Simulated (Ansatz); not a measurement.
# C2H9GaO2Si: basis-set convergence

How large a basis does C2H9GaO2Si need? Two functionals are run in growing sets.

Program: Ansatz 0.2.0, Gaussian basis. Level of theory: one geometry, several basis sets. These are calculated values, not measurements.

The runs, in order: PBE0-D4/def2-SVP; ωB97M-V/def2-SVP; PBE0-D4/def2-QZVPP; ωB97M-V/def2-QZVPP; the functionals' def2-TZVPP values are taken from earlier runs.

### Step 1. The geometry

The geometry comes from an earlier relaxation with PBE0-D4 in a triple-zeta def2 set; it is a stationary point, not always the lowest conformer.

SMILES `C[O][Ga]([OH])[CH2][SiH3]`, 15 atoms, charge 0, spin multiplicity 1.

Atoms are counted from 1 here; the program's logs count them from 0.

Bond lengths: C1–O2 1.402 Å, C1–H7 1.099 Å, C1–H8 1.098 Å, C1–H9 1.094 Å, O2–Ga3 1.787 Å, Ga3–O4 1.787 Å, Ga3–C5 1.940 Å, O4–H10 0.959 Å, C5–Si6 1.870 Å, C5–H11 1.093 Å, C5–H12 1.093 Å, Si6–H13 1.488 Å, Si6–H14 1.488 Å, Si6–H15 1.488 Å. Angles: O2–C1–H7 112.8°, O2–C1–H8 112.3°, O2–C1–H9 108.8°, H7–C1–H8 107.9°, H7–C1–H9 107.3°, H8–C1–H9 107.5°, C1–O2–Ga3 123.3°, O2–Ga3–O4 117.2°, O2–Ga3–C5 120.7°, O4–Ga3–C5 122.0°, Ga3–O4–H10 114.4°, Ga3–C5–Si6 114.0°, Ga3–C5–H11 108.0°, Ga3–C5–H12 107.8°, Si6–C5–H11 109.2°, Si6–C5–H12 109.2°, H11–C5–H12 108.5°, C5–Si6–H13 110.2° and more.

As a file:

| atom | x (Å) | y (Å) | z (Å) |
| --- | --- | --- | --- |
| C1 | 0.3837 | -2.8638 | 0.0573 |
| O2 | 0.5211 | -1.5564 | 0.5453 |
| Ga3 | 0.4061 | -0.1047 | -0.4897 |
| O4 | 0.0986 | -0.3642 | -2.2312 |
| C5 | 0.5964 | 1.6705 | 0.2681 |
| Si6 | -1.0110 | 2.4238 | 0.8567 |
| H7 | -0.5398 | -3.0078 | -0.5205 |
| H8 | 1.2288 | -3.1620 | -0.5776 |
| H9 | 0.3488 | -3.5540 | 0.9055 |
| H10 | 0.0280 | -1.2859 | -2.4875 |
| H11 | 1.0395 | 2.3173 | -0.4940 |
| H12 | 1.2904 | 1.6016 | 1.1102 |
| H13 | -1.9682 | 2.5433 | -0.2756 |
| H14 | -1.6303 | 1.5638 | 1.9006 |
| H15 | -0.7921 | 3.7784 | 1.4324 |

### Step 2. PBE0-D4 in def2-SVP

The input, in.yaml:

```yaml
crystal:
  periodic: [false, false, false]
  atoms:
    - {symbol: C, position_ang: [0.383704, -2.863774, 0.057295]}
    - {symbol: O, position_ang: [0.521122, -1.556390, 0.545288]}
    - {symbol: Ga, position_ang: [0.406103, -0.104715, -0.489711]}
    - {symbol: O, position_ang: [0.098596, -0.364168, -2.231224]}
    - {symbol: C, position_ang: [0.596357, 1.670549, 0.268118]}
    - {symbol: Si, position_ang: [-1.010964, 2.423775, 0.856682]}
    - {symbol: H, position_ang: [-0.539801, -3.007843, -0.520538]}
    - {symbol: H, position_ang: [1.228781, -3.161953, -0.577567]}
    - {symbol: H, position_ang: [0.348829, -3.554035, 0.905527]}
    - {symbol: H, position_ang: [0.028017, -1.285897, -2.487521]}
    - {symbol: H, position_ang: [1.039537, 2.317323, -0.493982]}
    - {symbol: H, position_ang: [1.290370, 1.601583, 1.110249]}
    - {symbol: H, position_ang: [-1.968225, 2.543278, -0.275599]}
    - {symbol: H, position_ang: [-1.630344, 1.563845, 1.900595]}
    - {symbol: H, position_ang: [-0.792054, 3.778411, 1.432398]}
basis:
  gaussian: {orbitals: def2-SVP}
hamiltonian: {xc: pbe0, dispersion: d4}
output: {orbitals: {seedname: orbitals}}
```

Launch:

```sh
$ ansatz run in.yaml --threads 2 --pin off --events-out ev --progress --plain --max-ram 22528MiB --backend cpu
```

After this run come: ωB97M-V in def2-SVP; PBE0-D4 in def2-QZVPP; ωB97M-V in def2-QZVPP.

Q: Predict the results of all the runs planned. Wanted: PBE0-D4: double and triple zeta above quadruple; ωB97M-V: double and triple zeta above quadruple.

The runs gave:

| quantity | value |
| --- | --- |
| PBE0-D4: double and triple zeta above quadruple | 18.86, 1.84 eV |
| ωB97M-V: double and triple zeta above quadruple | 19.04, 1.76 eV |

What this shows: PBE0-D4 gains 17.02 eV from double to triple zeta, then 1.84 eV more. These are total energies; as a rule much of such shifts cancels in differences, which this series doesn't test. The LUMO of ωB97M-V is positive and keeps falling with the basis (1.56 to 0.80 eV): an unbound level that the basis holds in place.
